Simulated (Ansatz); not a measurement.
# Si4C: the cost of one run

Method: DFT PBE, scalar-relativistic, plane waves, PAW, in Ansatz 0.2.0.

## 1. The system as given

Symmetry: P-62m, No. 189, hexagonal system. The conventional cell has a = 4.798 Å, b = 4.798 Å, c = 3.737 Å, α = 90.00°, β = 90.00°, γ = 120.00°. Around Si (site symmetry -62m) lie 3 Si at 1.69 Å and 2 C at 1.87 Å. Around Si (site symmetry m2m) lie 1 Si at 1.69 Å. C (site symmetry -62m) is surrounded by 2 Si at 1.87 Å.

Structure file:

```
Si C
1.0
     4.79844    0.00000    0.00000
    -2.39922    4.15557    0.00000
     0.00000    0.00000    3.73711
Si C
4 1
Direct
  0.00000 0.00000 0.00000
  0.64793 0.00000 0.00000
  0.00000 0.64793 0.00000
  0.35207 0.35207 0.00000
  0.00000 0.00000 0.50000
```

A structure generator made this guess: random cell by space group and Wyckoff sites (P-62m, No. 189). Lengths come from tabulated atomic sizes and are only a guess.

## 2. The guess as it stands, on a coarse mesh

File input.yaml:

```yaml
crystal:
  lattice:
    - [4.79843626, 0.0, 0.0]
    - [-2.39921813, 4.1555677, 0.0]
    - [0.0, 0.0, 3.73710936]
  atoms:
    - { symbol: Si, position: [0.0, 0.0, 0.0] }
    - { symbol: Si, position: [0.64793493, 0.0, 0.0] }
    - { symbol: Si, position: [0.0, 0.64793493, 0.0] }
    - { symbol: Si, position: [0.35206507, 0.35206507, 0.0] }
    - { symbol: C, position: [0.0, 0.0, 0.5] }
basis:
  ecutwfc: 420
kpoints:
  mp_grid: { grid: [6, 6, 6] }
hamiltonian:
  xc: pbe
scf:
  occupations: { method: gaussian, width: 0.1 }
  lower_state_search: "off"
output:
  forces: true
  stress: true
  eigenvalues: true
```

Launch:

```
$ ansatz run input.yaml --threads 1 --pin off --max-ram 2560MiB --backend cpu --events-out ev --progress --plain --runs-dir out
```

What time and memory should one allow on 1 thread of AMD EPYC (Zen 3), shared host?

About 4.1 s, with a peak of 0.35 GiB.
